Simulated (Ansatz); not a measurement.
**ZrH+ (quintet): from Hartree-Fock to the top rungs, def2-TZVPP**

One table from this session's results is given with a row withheld; the runs are named, their logs left out.

Program: Ansatz 0.2.0, Gaussian basis. Level of theory: def2-TZVPP, core rule «outside noble gas», up to 4 orbitals frozen. These are calculated values, not measurements.

Plan: UHF; ROHF; CCSD(T) on UHF.

## The geometry

The geometry is a PBE0/def2-TZVP stationary point (not a proven minimum) of the parent state, kept for this charge and spin. No spin-orbit coupling is included. Elements past krypton take def2 core potentials.

2 atoms, charge 1, spin multiplicity 5.

Atoms are counted from 1 here; the program's logs count them from 0.

Bond lengths: Zr1–H2 1.859 Å.

The first run:

The input, in.yaml:

```yaml
crystal:
  periodic: [false, false, false]
  atoms:
    - {symbol: Zr, position_ang: [0.000000, 0.000000, 0.000000]}
    - {symbol: H, position_ang: [0.000000, 0.000000, 1.858985]}
basis:
  gaussian: {orbitals: def2-TZVPP}
total_charge: 1
magnetization: {spin_polarized: true, initial_magnetization: 4}
hamiltonian: {xc: hf}
output: {orbitals: {seedname: orbitals}}
```

Started as:

```sh
$ ansatz run in.yaml --threads 1 --pin off --events-out ev --progress --plain --max-ram 2816MiB --backend cpu
```

Among the steps run: UHF; ROHF; CCSD(T) on UHF.

One table of the session follows, with a row left open; its other results are not shown here.

It belongs to the step «Misses and costs». 

| method | from UCCSD(T) (kJ/mol) |
| --- | --- |
| ROHF | +80.0 |
| UHF | +67.5 |
| UMP2 | ? |
| UCCSD | +0.9 |
| UCCSD(T) | 0 |

Q: Estimate the row for UMP2 from the others.

The run gave: from UCCSD(T) (kJ/mol): +17.9. In the column «from UCCSD(T) (kJ/mol)» it lies between UCCSD (+0.9) and UHF (+67.5).
